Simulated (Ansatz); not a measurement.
# C₂H₉NSi: up Jacob's ladder to CCSD(T)

One table from this session's results is given with a row withheld; the runs are named, their logs left out.

Computed with Ansatz 0.2.0, Gaussian basis. Level: functionals in def2-TZVPP, the program's frozen cores in correlated methods.

The runs, in order: LDA (SPW92), PBE-D4, revPBE-D4, BLYP-D4, r2SCAN-D4, B97M-V, PBE0-D4, B3LYP-D4, r2SCANh-D4, r2SCAN0-D4, HSE06-D4, BHLYP-D4, CAM-B3LYP-D4, LC-ωPBE, ωB97X-V, ωB97M-V, B2PLYP, PBE-QIDH; CCSD(T)/def2-SVP; CCSD(T)/def2-TZVPP; MP2/def2-QZVPP; extrapolation to the limit; RPA on PBE.

## Structure used throughout

An earlier PBE0-D4 in a triple-zeta def2 set relaxation fixed the geometry.

SMILES `CC[SiH2]N`, 13 atoms, charge 0, spin multiplicity 1.

Atoms are counted from 1 here; the program's logs count them from 0.

Bond lengths: C1–C2 1.526 Å, C1–H5 1.093 Å, C1–H6 1.093 Å, C1–H7 1.093 Å, C2–Si3 1.871 Å, C2–H8 1.095 Å, C2–H9 1.097 Å, Si3–N4 1.724 Å, Si3–H10 1.498 Å, Si3–H11 1.490 Å, N4–H12 1.008 Å, N4–H13 1.007 Å. Angles: C2–C1–H5 111.4°, C2–C1–H6 111.7°, C2–C1–H7 111.5°, H5–C1–H6 107.4°, H5–C1–H7 107.2°, H6–C1–H7 107.5°, C1–C2–Si3 113.2°, C1–C2–H8 110.9°, C1–C2–H9 110.2°, Si3–C2–H8 108.1°, Si3–C2–H9 108.2°, H8–C2–H9 106.0°, C2–Si3–N4 110.3°, C2–Si3–H10 107.4°, C2–Si3–H11 111.3°, N4–Si3–H10 114.7°, N4–Si3–H11 106.2°, H10–Si3–H11 107.0° and more.

Set-up of the first run:

Input file in.yaml:

```yaml
crystal:
  periodic: [false, false, false]
  atoms:
    - {symbol: C, position_ang: [-1.322229, 1.330385, -0.520874]}
    - {symbol: C, position_ang: [-0.660039, 0.345609, 0.438443]}
    - {symbol: Si, position_ang: [0.768147, -0.585501, -0.331811]}
    - {symbol: N, position_ang: [1.481648, -1.646206, 0.824302]}
    - {symbol: H, position_ang: [-1.733547, 0.819424, -1.395690]}
    - {symbol: H, position_ang: [-2.143220, 1.870690, -0.042990]}
    - {symbol: H, position_ang: [-0.608909, 2.074000, -0.886144]}
    - {symbol: H, position_ang: [-1.385229, -0.387199, 0.806955]}
    - {symbol: H, position_ang: [-0.287041, 0.873738, 1.324314]}
    - {symbol: H, position_ang: [1.703703, 0.431085, -0.911502]}
    - {symbol: H, position_ang: [0.307877, -1.446852, -1.456757]}
    - {symbol: H, position_ang: [1.890447, -1.272924, 1.666352]}
    - {symbol: H, position_ang: [2.008793, -2.440948, 0.500204]}
basis:
  gaussian: {orbitals: def2-TZVPP}
hamiltonian: {xc: lda}
output: {orbitals: {seedname: orbitals}}
```

The run is started by

```
$ ansatz run in.yaml --threads 4 --pin off --events-out ev --progress --plain --max-ram 10444MiB
```

Among the steps run: LDA; PBE-D4 (GGA); revPBE-D4 (GGA); BLYP-D4 (GGA); r2SCAN-D4 (meta-GGA); B97M-V (meta-GGA); B3LYP-D4 (hybrid); r2SCANh-D4 (hybrid); r2SCAN0-D4 (hybrid); HSE06-D4 (hybrid); BHLYP-D4 (hybrid); CAM-B3LYP-D4 (range-separated); LC-ωPBE (range-separated); ωB97X-V (range-separated); ωB97M-V (range-separated); B2PLYP (double hybrid); PBE-QIDH (double hybrid).

One table of the session follows, with a row left open; its other results are not shown here.

It belongs to the step «Frontier levels by functional». 

| functional | HOMO (eV) | LUMO (eV) | gap (eV) |
| --- | --- | --- | --- |
| LDA (SPW92) | -5.93 | -0.36 | 5.57 |
| PBE-D4 | -5.81 | -0.17 | 5.64 |
| revPBE-D4 | -5.76 | -0.08 | 5.68 |
| BLYP-D4 | -5.70 | -0.13 | 5.57 |
| r2SCAN-D4 | -6.11 | 0.40 | 6.51 |
| B97M-V | ? | ? | ? |
| PBE0-D4 | -7.21 | 0.66 | 7.87 |
| B3LYP-D4 | -6.99 | 0.36 | 7.35 |
| r2SCANh-D4 | -6.64 | 0.65 | 7.29 |
| r2SCAN0-D4 | -7.42 | 1.02 | 8.44 |
| HSE06-D4 | -6.80 | 0.29 | 7.09 |
| BHLYP-D4 | -8.55 | 1.34 | 9.88 |
| CAM-B3LYP-D4 | -8.64 | 1.49 | 10.13 |
| LC-ωPBE | -10.02 | 2.76 | 12.78 |
| ωB97X-V | -9.67 | 2.55 | 12.22 |
| ωB97M-V | -9.56 | 2.14 | 11.70 |

Estimate the missing values for B97M-V.

The run gave: HOMO (eV): -6.25; LUMO (eV): 0.00; gap (eV): 6.25. In the column «HOMO (eV)» it lies between r2SCANh-D4 (-6.64) and r2SCAN-D4 (-6.11).
